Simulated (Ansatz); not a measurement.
# IrRh5: the cost of one run

Method: DFT PBE, scalar-relativistic, plane waves, PAW, in Ansatz 0.2.0.

### 1 The system as given

Symmetry: P-6m2, No. 187, hexagonal system. The conventional cell has a = 2.712 Å, b = 2.712 Å, c = 12.877 Å, α = 90.00°, β = 90.00°, γ = 120.00°. Around Ir (site symmetry -6m2) lie 6 Rh at 2.66 Å and 6 Ir at 2.71 Å. Rh (site symmetry 3m) has 9 Rh at 2.66 to 2.71 Å and 3 Ir at 2.66 Å as nearest neighbours. Around Rh (site symmetry -6m2) lie 12 Rh at 2.66 to 2.71 Å. Rh (site symmetry 3m) has 12 Rh at 2.66 to 2.71 Å as nearest neighbours.

Structure file:

```
Ir Rh
1.0
     2.71229    0.00000    0.00000
    -1.35615    2.34892    0.00000
     0.00000    0.00000   12.87653
Ir Rh
1 5
Cartesian
  1.3561 0.7830 6.4383
  0.0000 1.5659 8.5844
  0.0000 1.5659 0.0000
  0.0000 1.5659 4.2922
  1.3561 0.7830 10.7304
  1.3561 0.7830 2.1461
```

The start is an ordering of an alloy on its end members' structure types: elements ordered on the sites of the Ru type, Rh/Ir on Ru (P-6m2, No. 187).

### 2 A first look at the guess

File input.yaml:

```yaml
crystal:
  lattice:
    - [2.71229402, 0.0, 0.0]
    - [-1.35614701, 2.34891552, 0.0]
    - [0.0, 0.0, 12.87652981]
  atoms:
    - { symbol: Ir, position: [0.66666667, 0.33333333, 0.5] }
    - { symbol: Rh, position: [0.33333333, 0.66666667, 0.66666667] }
    - { symbol: Rh, position: [0.33333333, 0.66666667, 0.0] }
    - { symbol: Rh, position: [0.33333333, 0.66666667, 0.33333333] }
    - { symbol: Rh, position: [0.66666667, 0.33333333, 0.83333333] }
    - { symbol: Rh, position: [0.66666667, 0.33333333, 0.16666667] }
basis:
  ecutwfc: 420
kpoints:
  mp_grid: { grid: [6, 6, 2] }
hamiltonian:
  xc: pbe
scf:
  occupations: { method: gaussian, width: 0.1 }
  lower_state_search: "off"
output:
  forces: true
  stress: true
  eigenvalues: true
```

Run with:

```bash
$ ansatz run input.yaml --threads 1 --pin off --max-ram 2560MiB --backend cpu --events-out ev --progress --plain --runs-dir out
```

Q: Estimate wall time and peak memory on 1 thread of Intel Xeon Platinum 8488C (Sapphire Rapids), shared host.

About 4.5 s, with a peak of 0.41 GiB.
